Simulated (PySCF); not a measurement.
# Br2Eu (Eu(Br)2+): the cost of one run

The runs use PySCF 2.14.0; several levels, as the steps say, no spin–orbit coupling.

1 further run of the same task is left out (for a known fault of the program).

### 1 The system as given

3 atoms, charge 1, spin multiplicity 1.

Bond lengths: Eu1–Br2 2.554 Å, Eu1–Br3 2.554 Å. Angles: Br2–Eu1–Br3 109.1°.

As a file:

```
Eu    0.0000    0.0000   -0.8060
Br    2.0807    0.0000    0.6749
Br   -2.0807    0.0000    0.6749
```

Formal oxidation states: Eu +3. Each metal's 6 4f electrons lie in its core potential, so multiplicities, spins and levels count the valence alone. An earlier session relaxed this geometry at PBE0, Eu lcecp-1-SVP with ECP52, Br def2-SVP (singlet, point group C2v).

At PBE0 on the finer grid: E = -5182.297734 Eh, HOMO -12.88 eV, LUMO -7.79 eV, Mulliken charge on Eu1 +1.27 e, largest force component 0.014 eV/Å. 

Levels to run: TPSS; BLYP; PBE0, TZVP. Hardware: 2 threads of Arm Neoverse V1, shared host.

### 2 TPSS

run.py (the lines that set the calculation)

```python
mol = gto.M(atom='''
Eu     0.00000     0.00000    -0.80603
Br     2.08073     0.00000     0.67487
Br    -2.08073     0.00000     0.67487''',
    basis={'Eu': 'lcecp-1-SVP', 'Br': 'def2-SVP'},
    ecp={'Eu': 'lcecp-1-SVP'},
    charge=1, spin=0)
mf = dft.RKS(mol, xc='TPSS')
mf.grids.atom_grid = (75, 302)  # f atoms: unpruned, at least (60, 302)
mf = mf.density_fit()  # fitting sets: Eu AutoAux, Br def2-universal-JKFIT
mf.conv_tol = 1e-08; mf.max_cycle = 55
mf.kernel(dm0)  # dm0: the density of the relaxed state
```

On the command line:

```console
$ OMP_NUM_THREADS=2 python run.py
```

**Question.** How long does this run take on 2 threads of Arm Neoverse V1, shared host?

About 5.9 s.
